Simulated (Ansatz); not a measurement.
# CrO₃: taking an electron away

An exercise on one series of results from a longer session: the logs are not shown, and one member is left open.

The runs use Ansatz 0.2.0, Gaussian basis; unrestricted cation, the program's frozen cores in correlated methods.

Levels to be run: UKS PBE-D4/def2-TZVPP; UKS r2SCAN-D4/def2-TZVPP; UKS PBE0-D4/def2-TZVPP; UKS B3LYP-D4/def2-TZVPP; UKS wB97X-V/def2-TZVPP; UKS wB97M-V/def2-TZVPP; UKS B2PLYP/def2-TZVPP; UHF-CCSD(T)/def2-TZVPP; UHF-MP2/def2-QZVPP; extrapolation to the limit; then −ε(HOMO) from the neutral's earlier runs with LDA (SPW92), PBE-D4, revPBE-D4, BLYP-D4, r2SCAN-D4, B97M-V, PBE0-D4, B3LYP-D4, r2SCANh-D4, r2SCAN0-D4, HSE06-D4, BHLYP-D4, CAM-B3LYP-D4, LC-ωPBE, ωB97X-V, ωB97M-V.

**The geometry**

The geometry comes from an earlier relaxation with PBE0-D4 in a triple-zeta def2 set; it is a stationary point.

SMILES `[O]=[Cr](=[O])=[O]`, 4 atoms, charge 0, spin multiplicity 1.

Atoms are counted from 1 here; the program's logs count them from 0.

Bond lengths: O1–Cr2 1.563 Å, Cr2–O3 1.563 Å, Cr2–O4 1.563 Å. Angles: O1–Cr2–O3 115.3°, O1–Cr2–O4 115.3°, O3–Cr2–O4 115.3°.

Set-up of the first run:

File in.yaml:

```yaml
crystal:
  periodic: [false, false, false]
  atoms:
    - {symbol: O, position_ang: [-1.163670, -0.584649, 0.796522]}
    - {symbol: Cr, position_ang: [0.035761, 0.194459, 0.166947]}
    - {symbol: O, position_ang: [1.408977, -0.550385, 0.205598]}
    - {symbol: O, position_ang: [-0.281057, 0.940585, -1.169067]}
basis:
  gaussian: {orbitals: def2-TZVPP}
total_charge: 1
magnetization: {spin_polarized: true, initial_magnetization: 1}
hamiltonian: {xc: pbe, dispersion: d4}
```

Run with:

```
ansatz run in.yaml --threads 4 --pin off --events-out ev --progress --plain --max-ram 10444MiB
```

Among the steps run: Cation, UKS PBE-D4/def2-TZVPP; Cation, UKS r2SCAN-D4/def2-TZVPP; Cation, UKS PBE0-D4/def2-TZVPP; Cation, UKS B3LYP-D4/def2-TZVPP; Cation, UKS wB97X-V/def2-TZVPP; Cation, UKS wB97M-V/def2-TZVPP; Cation, UKS B2PLYP (frozen core)/def2-TZVPP; Cation, UHF-CCSD(T)/def2-TZVPP; Cation, UHF-MP2/def2-QZVPP.

One of the session's tables, all rows but one given; the rest of the session is left out.

Orbital estimates, from the neutral's runs:

```
  functional  −ε(HOMO) (eV)
 LDA (SPW92)           7.94
      PBE-D4           7.68
   revPBE-D4           7.59
     BLYP-D4           7.62
   r2SCAN-D4           8.07
      B97M-V           8.19
     PBE0-D4           9.40
    B3LYP-D4           9.16
  r2SCANh-D4           8.72
  r2SCAN0-D4           9.70
    HSE06-D4           8.99
    BHLYP-D4          11.15
CAM-B3LYP-D4              ?
     LC-ωPBE          12.13
     ωB97X-V          11.82
     ωB97M-V          11.78
```

**Question.** Estimate the row for CAM-B3LYP-D4.

The run gave: −ε(HOMO) (eV): 10.89. In the column «−ε(HOMO) (eV)» it lies between r2SCAN0-D4 (9.70) and BHLYP-D4 (11.15).
